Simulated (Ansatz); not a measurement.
# ClFH4OSiSn: one species, many methods

One table from this session's results is given with a row withheld; the runs are named, their logs left out.

Method: functionals in def2-TZVPP, the program's frozen cores in correlated methods; program: Ansatz 0.2.0, Gaussian basis.

Plan: PBE-D4, r2SCAN-D4, PBE0-D4, B3LYP-D4, ωB97X-V, ωB97M-V, B2PLYP; CCSD(T)/def2-TZVPP; MP2/def2-QZVPP; extrapolation to the limit.

## The relaxed structure

The geometry comes from an earlier relaxation with PBE0-D4 in a triple-zeta def2 set; it is a stationary point, not always the lowest conformer. Sn takes the def2 core potential; no spin-orbit term is included.

SMILES `[OH][SnH]([Cl])[SiH2]F`, 9 atoms, charge 0, spin multiplicity 1.

Atoms are counted from 1 here; the program's logs count them from 0.

Bond lengths: O1–Sn2 1.958 Å, O1–H6 0.960 Å, Sn2–Cl3 2.348 Å, Sn2–Si4 2.578 Å, Sn2–H7 1.699 Å, Si4–F5 1.601 Å, Si4–H8 1.482 Å, Si4–H9 1.483 Å. Angles: Sn2–O1–H6 113.6°, O1–Sn2–Cl3 106.2°, O1–Sn2–Si4 113.2°, O1–Sn2–H7 103.5°, Cl3–Sn2–Si4 101.1°, Cl3–Sn2–H7 108.1°, Si4–Sn2–H7 123.6°, Sn2–Si4–F5 110.1°, Sn2–Si4–H8 109.7°, Sn2–Si4–H9 108.8°, F5–Si4–H8 108.7°, F5–Si4–H9 108.7°, H8–Si4–H9 110.8°.

The first run:

Input file in.yaml:

```yaml
crystal:
  periodic: [false, false, false]
  atoms:
    - {symbol: O, position_ang: [1.346911, 1.861833, -0.551361]}
    - {symbol: Sn, position_ang: [0.997280, -0.059880, -0.419101]}
    - {symbol: Cl, position_ang: [2.110883, -0.796170, 1.512720]}
    - {symbol: Si, position_ang: [-1.449036, -0.606832, 0.181916]}
    - {symbol: F, position_ang: [-2.408691, -0.263946, -1.053437]}
    - {symbol: H, position_ang: [1.120681, 2.350046, 0.244117]}
    - {symbol: H, position_ang: [1.800748, -0.704223, -1.769962]}
    - {symbol: H, position_ang: [-1.577040, -2.049877, 0.495575]}
    - {symbol: H, position_ang: [-1.853337, 0.222750, 1.342432]}
basis:
  gaussian: {orbitals: def2-TZVPP}
hamiltonian: {xc: pbe, dispersion: d4}
output: {forces: true, orbitals: {seedname: orbitals}}
```

On the command line:

```bash
> ansatz run in.yaml --threads 4 --pin off --events-out ev --progress --plain --max-ram 10444MiB
```

Steps of the session up to this table: PBE-D4 (GGA); r2SCAN-D4 (meta-GGA); PBE0-D4 (hybrid); B3LYP-D4 (hybrid); ωB97X-V (range-separated); ωB97M-V (range-separated); B2PLYP (double hybrid); CCSD(T) in def2-TZVPP; MP2 in def2-QZVPP.

One table of the session follows, with a row left open; its other results are not shown here.

```
            method  atomisation energy (eV)
            PBE-D4                   29.210
         r2SCAN-D4                   29.084
           PBE0-D4                        ?
          B3LYP-D4                   28.759
           ωB97X-V                   29.302
           ωB97M-V                   29.050
            B2PLYP                   28.518
     HF/def2-TZVPP                   20.505
    MP2/def2-TZVPP                   28.806
   CCSD/def2-TZVPP                   27.793
CCSD(T)/def2-TZVPP                   28.294
           MP2/CBS                   29.924
       CCSD(T)/CBS                   29.413
```

**Question.** Estimate the row for PBE0-D4.

**Answer.** atomisation energy (eV): 28.589. In the column «atomisation energy (eV)» it lies between B2PLYP (28.518) and B3LYP-D4 (28.759).

To keep in mind: Free atoms (1 O, 1 Sn, 1 Cl, 1 Si, 1 F, 4 H) were run apart at each level; the atomisation energy is their sum less the molecule, without zero-point or spin-orbit terms.
